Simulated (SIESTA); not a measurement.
# Ta3AsAu2O13 in SIESTA: the effect of functional

The system is Ta3AsAu2O13.

```
Ta As Au O
1.0
     5.72385   -0.00745   -0.00403
     1.30279    6.25499    0.00561
     0.27574    1.30074    8.36754
Ta As Au O
3 1 2 13
Cartesian
  1.8016 2.6675 4.8901
  0.6106 1.9943 8.3559
  4.2828 4.5395 4.2252
  4.7578 6.6860 6.9518
  3.4916 0.8150 1.5556
  1.4492 5.7148 3.7432
  4.8936 5.2811 5.9496
  3.3221 1.7411 5.8246
  6.2809 6.7422 7.6940
  3.3672 6.6706 7.9235
  4.5687 1.8638 0.2577
  1.7240 1.5064 0.9269
  0.9962 1.2256 4.1088
  3.3758 2.9946 3.6400
  0.9058 2.6910 6.5776
  6.1615 3.9169 3.8186
  4.0664 5.7780 2.9290
  2.4385 4.7506 5.2300
  6.5613 6.2408 1.8957
```

The cell was built by a generator and needn't be a form met in nature.

Alike in all runs:

```yaml
Program: SIESTA 5.4.2
Task: band structure
Basis: DZP (energy shift 0.003 Ry; two zetas on semicore shells)
Grid_cutoff: 800 Ry
Energy_shift: 0.003 Ry
k_mesh: 5 × 5 × 4
Occupations: fermi-dirac, width 0.05 eV
Spin: no spin polarisation
```

| functional | potentials or basis | gap on the mesh (eV) | pressure (GPa) | largest force (eV/Å) |
| --- | --- | --- | --- | --- |
| LDA | PseudoDojo 0.4 standard (LDA files) | 1.10 | -5.1 | 0.63 |
| PBEsol | PseudoDojo 0.4 standard (PBEsol files) | 1.12 | -0.9 | 0.68 |
| PBE | PseudoDojo 0.4 standard (PBE files) | 1.16 | 3.8 | 0.86 |
| RPBE | PseudoDojo 0.4 standard (PBE files) | ? | ? | ? |
| BLYP | PseudoDojo 0.4 standard (PBE files) | 1.19 | 8.3 | 1.11 |
| AM05 | PseudoDojo 0.4 standard (PBEsol files) | 1.12 | -0.5 | 0.63 |

Q: What does the run with functional RPBE give?

A: gap on the mesh 1.18 eV; pressure 6.4 GPa; largest force 0.98 eV/Å.

Caveats: short orbitals over semicore shells can move pressures by several GPa; spin-orbit coupling is left out, which moves the levels of the heavy elements; the basis of atomic orbitals isn't converged, which shifts pressures, moduli and gaps; the potentials were made for another functional, which shifts forces and pressure (some runs).

